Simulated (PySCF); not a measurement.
# KGe+: bond curves at several levels of theory

The task here is to estimate one member of a computed series from the others.

Method: K x2c-SVPall, Ge x2c-SVPall, spin-free X2C with a Gaussian nucleus; program: PySCF 2.14.0.

Set-up of the first run:

The job is set up so:

- atoms: K, Ge
- charge: 1
- basis: K x2c-SVPall, Ge x2c-SVPall
- Hamiltonian: spin-free X2C with a Gaussian nucleus
- basis functions: 56
- electrons treated: 50
- masses in u: 38.9637, 73.9212
- levels: PBE0, PBE, r²SCAN, M06-L, revPBE, PW91, HF, MP2, SCS-MP2, CCSD, CCSD(T)
- grid: 80 radial by 434 angular points
- occupations: held fixed by the projection of orbital angular momentum
- dissociation limit: K+ + Ge, each in its ground configuration
- starting distance in angstrom: 3.205
- values of 2S to try: 0, 2

On the command line:

```sh
OMP_NUM_THREADS=1 python dia.py task.json out
```

Among the steps run: Input; The PBE0 curve of the state that the search chose; Excited determinants; PBE (GGA); r²SCAN (meta-GGA); M06-L; revPBE; PW91; UHF (mean field); MP2 and coupled cluster.

One table of the session follows, with a row left open; its other results are not shown here.

Energy (eV) from each level's lowest point:

| R (Å) | UHF | UHF-MP2 | UHF-SCS-MP2 | UHF-CCSD | UHF-CCSD(T) |
| --- | --- | --- | --- | --- | --- |
| 3.233 | 0.169 | 0.133 | 0.140 | n/a | n/a |
| 3.383 | 0.086 | 0.063 | 0.067 | 0.066 | 0.065 |
| 3.534 | 0.037 | 0.022 | 0.025 | 0.024 | 0.024 |
| 3.646 | 0.016 | 0.007 | 0.008 | 0.008 | 0.007 |
| 3.759 | 0.004 | 0.000 | 0.001 | 0.000 | 0.000 |
| 3.872 | 0.000 | 0.000 | 0.000 | 0.000 | 0.000 |
| 4.022 | ? | ? | ? | ? | ? |
| 4.210 | 0.015 | 0.027 | 0.024 | 0.025 | 0.026 |
| 4.436 | 0.036 | 0.055 | 0.051 | 0.053 | 0.053 |
| 4.736 | 0.069 | 0.095 | 0.089 | n/a | n/a |

Estimate the missing values for R (Å) = 4.022.

Worked estimate for «UHF». A straight line through the neighbours (3.872, 0.000) and (4.210, 0.015) gives 0.000 + (0.015 − 0.000) × (4.022 − 3.872) / (4.210 − 3.872) = 0.007; a parabola fitted to 4 rows on both sides gives 0.004.

**Answer.** UHF: 0.003; UHF-MP2: 0.008; UHF-SCS-MP2: 0.007; UHF-CCSD: 0.007; UHF-CCSD(T): 0.008. In «UHF» the line misses by +0.004 and the parabola by +0.001.

Limits of these values: The bond is weak, and basis-set superposition, which was not computed, may be a sizeable part of it.
